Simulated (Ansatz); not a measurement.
# O3Si3: the cost of one run

Program: Ansatz 0.2.0. Level of theory: the levels named in each step. These are calculated values, not measurements.

### 1 The structure to begin with

Bond lengths: O1–Si2 1.643 Å, Si2–O3 1.644 Å, O3–Si4 1.643 Å, Si4–O5 1.644 Å, O1–Si6 1.644 Å, O5–Si6 1.643 Å. Angles: O1–Si2–O3 102.8°, Si2–O1–Si6 137.2°, Si2–O3–Si4 137.2°, O3–Si4–O5 102.8°, Si4–O5–Si6 137.2°, O1–Si6–O5 102.8°.

As a file:

```xyz
6

O     0.9679   -0.9875    0.5354
Si   -0.5754   -1.5402    0.6480
O    -1.4511   -0.3048    0.0081
Si   -1.1537    1.1749   -0.6417
O     0.4835    1.2907   -0.5467
Si    1.7291    0.3654   -0.0060
```

### 2 A rough first relaxation, PBE-D4/def2-SVP

This run stands in another session on the same molecule. It ended at:

```xyz
6

O     0.9995   -1.0187    0.5546
Si   -0.6010   -1.6076    0.6769
O    -1.4982   -0.3157    0.0067
Si   -1.2042    1.2269   -0.6695
O     0.4988    1.3336   -0.5627
Si    1.8054    0.3801   -0.0088
```

### 3 Relaxation, HF/STO-3G

Input file input.yaml:

```yaml
crystal:
  periodic: [false, false, false]
  atoms:
    - { symbol: O, position_ang: [0.9994897, -1.01867462, 0.55461923] }
    - { symbol: Si, position_ang: [-0.60095744, -1.60763491, 0.67686977] }
    - { symbol: O, position_ang: [-1.49817124, -0.31570651, 0.00666107] }
    - { symbol: Si, position_ang: [-1.20424986, 1.22689547, -0.66952612] }
    - { symbol: O, position_ang: [0.49881569, 1.33363012, -0.56272209] }
    - { symbol: Si, position_ang: [1.80535316, 0.38005044, -0.00875186] }
basis:
  gaussian: { orbitals: STO-3G }
hamiltonian:
  xc: hf
relax:
  f_tol: 0.002
  max_steps: 150
```

Launch:

```console
ansatz run input.yaml --threads 4 --pin off --max-ram 10240MiB --backend cpu --events-out ev --progress --plain --runs-dir out
```

Q: Estimate wall time and peak memory on 4 threads of Intel Xeon at 2.70GHz, shared host.

About 4.4 s, with a peak of 0.11 GiB.
